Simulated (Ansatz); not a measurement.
# Sc2F: the cost of one run

Method: DFT PBE, scalar-relativistic, plane waves, PAW, in Ansatz 0.2.0.

3 further runs of the same task are left out: 3 set aside as unsound or not needed.

## (1) The structure to begin with

The structure is cubic, space group Fm-3m (No. 225). Conventional cell: a = 5.777 Å, b = 5.777 Å, c = 5.777 Å, α = 90.00°, β = 90.00°, γ = 90.00°. Around Sc (site symmetry -43m) lie 4 F at 2.50 Å. Around F (site symmetry m-3m) lie 8 Sc at 2.50 Å.

As a file:

```
Sc F
1.0
     0.00000    2.88827    2.88827
     2.88827    0.00000    2.88827
     2.88827    2.88827    0.00000
Sc F
2 1
Direct
  0.25000 0.25000 0.25000
  0.75000 0.75000 0.75000
  0.00000 0.00000 0.00000
```

This is candidate A: anti-fluorite type (Fm-3m, No. 225).

(A quick probe on a coarse mesh, which set the mesh and smearing, is not shown.)

## (3) A loose first relaxation (candidate A)

File input.yaml:

```yaml
crystal:
  lattice:
    - [0.0, 2.8882704087, 2.8882704087]
    - [2.8882704087, 0.0, 2.8882704087]
    - [2.8882704087, 2.8882704087, 0.0]
  atoms:
    - { symbol: Sc, position: [0.25, 0.25, 0.25] }
    - { symbol: Sc, position: [0.75, 0.75, 0.75] }
    - { symbol: F, position: [0.0, 0.0, 0.0] }
basis:
  ecutwfc: 420
kpoints:
  mp_grid: { grid: [6, 6, 6] }
hamiltonian:
  xc: pbe
scf:
  occupations: { method: gaussian, width: 0.1 }
  lower_state_search: "off"
output:
  forces: true
  stress: true
  eigenvalues: true
relax:
  adjacent_minimum: "off"
  f_tol: 0.04
  max_steps: 70
  cell: { stress_tol: 0.4 }
```

Launch:

```console
ansatz run input.yaml --threads 1 --pin off --max-ram 2560MiB --backend cpu --events-out ev --progress --plain --runs-dir out
```

What time and memory should one allow on 1 thread of Intel Xeon 6975P-C (Granite Rapids), shared host?

About 3.8 s, with a peak of 0.35 GiB.
